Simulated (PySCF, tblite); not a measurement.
**C4H7BCl2Si: geometry, infrared bands and NMR shifts**

Wanted: the infrared bands and NMR shifts of C4H7BCl2Si (`CC=C=C[SiH2]B(Cl)Cl`), by calculation.

Computed with tblite 0.8.0 and PySCF 2.14.0, with density-fitted response routines of our own, on a single molecule in the gas phase. Atoms count from 0, in the outputs and in this text.

## (1) Starting geometry

15 atoms, charge 0, multiplicity 1; geometry from: force field or distance geometry start.

Bonds of the start (Å): C0–C1 1.48, C1–C2 1.32, C2–C3 1.29, C3–Si4 1.83, Si4–B5 1.95, B5–Cl6 1.85, B5–Cl7 1.83, C0–H8 1.11, C0–H9 1.10, C0–H10 1.11, C1–H11 1.09, C3–H12 1.10, Si4–H13 1.47, Si4–H14 1.46.

## (2) Optimising the geometry with GFN2-xTB

Job settings and geometry (Å):

```
{"job": {"kind": "relax", "xc": "GFN2-xTB", "basis": "xTB"}, "charge": 0, "multiplicity": 1}
C     -1.555900     1.599700     0.227000
C     -1.227900     0.725800     1.373100
C     -0.301100    -0.205700     1.261900
C      0.603800    -1.110600     1.107900
Si     1.034500    -1.723400    -0.559300
B      1.559700    -0.217900    -1.674600
Cl     2.979300     0.846600    -1.156200
Cl     0.485300     0.324300    -3.055900
H     -2.351300     2.317700     0.527600
H     -0.670500     2.169600    -0.090800
H     -1.939200     0.987800    -0.622300
H     -1.735200     0.842300     2.331700
H      1.122600    -1.500000     1.991600
H     -0.141100    -2.363800    -1.166100
H      2.132600    -2.684400    -0.481600
```

Launch:

```console
$ OMP_NUM_THREADS=1 python probes_run.py task.json out
```

One launch serves the whole session: the jobs run in the order shown.

**Question.** This job is followed by: GFN2-xTB harmonic vibrations, gas phase; GIAO PBE0/pcSseg-1 NMR shielding, non-relativistic, gas phase. Predict these results of the whole session: strongest single infrared mode (GFN2-xTB); zero-point energy (GFN2-xTB); 13C shifts against TMS (PBE0/pcSseg-1); 1H shifts against TMS (PBE0/pcSseg-1, means over atoms taken as alike); 29Si shifts against TMS (PBE0/pcSseg-1); 11B shifts against BF3·OEt2 (PBE0/pcSseg-1); 35Cl shifts against HCl (PBE0/pcSseg-1, means over atoms taken as alike); surface potential, 1st and 99th percentile.

The runs gave:

```
                                                                quantity                        value
                               strongest single infrared mode (GFN2-xTB)        2184 cm⁻¹, 363 km/mol
                                            zero-point energy (GFN2-xTB)                59.6 kcal/mol
                                  13C shifts against TMS (PBE0/pcSseg-1)  223.8, 86.3, 75.7, 16.8 ppm
  1H shifts against TMS (PBE0/pcSseg-1, means over atoms taken as alike)   5.13, 5.10, 4.35, 1.71 ppm
                                 29Si shifts against TMS (PBE0/pcSseg-1)                    -76.4 ppm
                             11B shifts against BF3·OEt2 (PBE0/pcSseg-1)                     73.1 ppm
35Cl shifts against HCl (PBE0/pcSseg-1, means over atoms taken as alike)                      406 ppm
                                   surface potential, 1st and 99th percentile           -0.52 V and 1.16 V
```

In words: Relaxing lowered the energy by 1.765 eV in 242 steps; the close pair that moved most is B5–Cl6, from 1.849 to 1.723 Å. All 39 modes are real, so the xTB geometry is a minimum. The strongest single mode, at 2184 cm⁻¹, moves mainly H13. Unscaled tight-binding wavenumbers are off by several per cent, some by more. Its intensities can rank the bands wrongly. C2 (central carbon of an allene) lies farthest downfield among carbon, at 223.8 ppm; the central sp carbon of an allene is among the most deshielded carbons of hydrocarbons. At PBE0/pcSseg-1: The largest span, 735 ppm, is at Cl6, Cl7, where the paramagnetic term is -605 ppm. By nearest atom (PBE0/pcSseg-1), the HOMO sits on C1, C2 about 31 % each; C3 7 % and the LUMO on B5 57 %; Cl6, Cl7 about 12 % each.
